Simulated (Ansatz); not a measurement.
# H3SbSe2Si, SMILES [SeH][Sb]1[SiH2][Se]1: a polarisability from point charges

Run with Ansatz's Python interface.

Script `h3sbse2si_field.py`:
```python
"""Dipole of H3SbSe2Si in the field of point charges."""

import ansatz as az
from ase import Atoms
import numpy as np


def main() -> None:
    atoms = Atoms(["Se", "Sb", "Si", "Se", "H", "H", "H"], positions=[
        [-2.3806, -0.1878, -0.4446],
        [-0.1732, -0.4611, -1.6735],
        [1.0654, 0.1333, 0.3712],
        [0.7435, -2.0909, 0.169],
        [-2.0368, 1.2818, -0.0767],
        [0.3011, 0.7951, 1.4364],
        [2.542, 0.4617, 0.1725],
    ])
    geometry = az.Crystal.molecule_from_ase(atoms)

    base = geometry.calculation().basis(gaussian="def2-SVPD").functional("cam_b3lyp").forces()
    # charges +q and -q at -R and +R make a nearly even field 2 k q / R^2 at the centre
    centre = np.mean([site.position_ang for site in geometry.cartesian_sites], axis=0)
    field = 2 * 14.399645 * 3.0 / 30.0 ** 2


    def dipole(axis, sign):
        arm = 30.0 * np.eye(3)[axis]
        pair = [{"charge": sign * 3.0, "position_ang": (centre - arm).tolist()}, {"charge": -sign * 3.0, "position_ang": (centre + arm).tolist()}]
        deck = base.input().set(az.key.basis.gaussian.point_charges, pair)
        return np.array(az.Session.from_dict(deck).plan().execute().report["charge_distribution"]["dipole_moment_e_ang"])


    print(f"field {field:.4f} V/A")
    alpha = np.array([(dipole(axis, 1) - dipole(axis, -1)) / (2 * field) * 14.399645 for axis in range(3)])
    print("polarisability tensor (A^3)")
    print(np.array2string(alpha, precision=3, suppress_small=True))
    print(f"mean {np.trace(alpha) / 3:.3f} A^3 = {np.trace(alpha) / 3 / 0.14818471:.2f} bohr^3")


if __name__ == "__main__":
    main()
```

`python h3sbse2si_field.py` gives:
```text
field 0.0960 V/A
polarisability tensor (A^3)
[[21.67  -1.663  1.425]
 [-1.689 17.78  -0.513]
 [ 1.414 -0.489 17.812]]
mean 19.087 A^3 = 128.81 bohr^3
```

Caveats:
- The geometry is a force-field or estimated start, not a minimum of this method, and the basis set is short of its limit. The field of two point charges is only nearly even.
- def2 sets replace the cores of elements past krypton by effective core potentials.
- Wall time of the script: 70 s on 1 thread of Intel(R) Xeon(R) 6975P-C (Granite Rapids), with other jobs on the host, peak memory 0.76 GiB.

(Lines on the test bed's own set-up are left out of the output.)
